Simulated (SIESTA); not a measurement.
Crystal: HPbNO4.

```xyz
7
Lattice="4.2753 -0.0004 0.0064 -2.0840 5.2077 -0.0491 -2.1238 -1.8657 4.9149" Properties=species:S:1:pos:R:3 pbc="T T T"
H     2.2338   -1.5247    4.4769
Pb    0.1373    4.0030    0.6652
N    -2.0197    1.5311    2.4473
O     2.2736    4.7756    0.1022
O    -1.9905    2.6889    2.9560
O     2.2225    1.4102    1.1945
O    -2.0163    0.5081    3.1892
```

The cell was built by a generator and needn't be a form met in nature.

* Program: SIESTA 5.4.2
* Task: relaxation of cell and atoms
* Functional: LDA
* Potentials or basis: PseudoDojo 0.4 standard (LDA files)
* Basis: DZP (energy shift 0.003 Ry; two zetas on semicore shells)
* Grid cutoff: 800 Ry
* Energy shift: 0.003 Ry
* k mesh: 6 × 4 × 4
* Occupations: fermi-dirac, width 0.05 eV
* Spin: no spin polarisation

At the start: pressure -2.4 GPa; volume 15.59 Å³/atom.

Q: How do energy, volume and symmetry change on relaxing?

A: Over 21 steps the energy falls by 41.7 meV/atom and the volume is 12.84 Å³/atom (-17.7 %); space group Cm (No. 8, to 0.05 Å).

The path:
```tsv
step	energy change (eV)	largest force (eV/Å)	pressure (GPa)	volume (Å³)
1	0.0000	0.9708	-2.40	109.13
2	-0.0102	1.1444	-3.93	108.69
3	-0.0325	0.1857	-3.22	108.35
4	-0.0483	0.2255	-2.91	107.60
5	-0.0883	0.2280	-2.36	105.53
6	-0.1079	0.2544	-2.18	104.46
7	-0.1698	0.3527	-2.25	101.07
8	-0.2445	0.3746	0.50	93.52
9	-0.2415	0.0887	-1.42	95.77
10	-0.2609	0.1344	-0.38	92.90
11	-0.2665	0.0873	-0.59	92.79
12	-0.2720	0.0846	-0.49	92.27
13	-0.2853	0.0933	-0.01	90.47
14	-0.2875	0.0215	-0.21	90.65
15	-0.2882	0.0229	-0.07	90.34
16	-0.2886	0.0161	-0.02	90.26
17	-0.2890	0.0170	0.02	90.14
18	-0.2899	0.0176	0.03	90.08
19	-0.2913	0.0203	0.07	89.85
20	-0.2919	0.0190	0.05	89.81
21	-0.2921	0.0167	0.03	89.86
```

Final structure:
```xyz
7
Lattice="4.1123 -0.0147 -0.0050 -2.0221 4.7866 0.0319 -2.0491 -1.6371 4.5643" Properties=species:S:1:pos:R:3 pbc="T T T"
H     2.1381   -1.2693    4.0992
Pb    0.1157    3.5302    0.7922
N    -1.9531    1.4705    2.2933
O     2.1709    4.3601    0.1567
O    -1.9420    2.6300    2.8048
O     2.1424    1.3369    1.0238
O    -1.9471    0.4373    3.0371
```

Caveat: the volume moved by over 15 % at a fixed basis, so the end points are rough; the basis of atomic orbitals isn't converged, which shifts pressures, moduli and gaps.
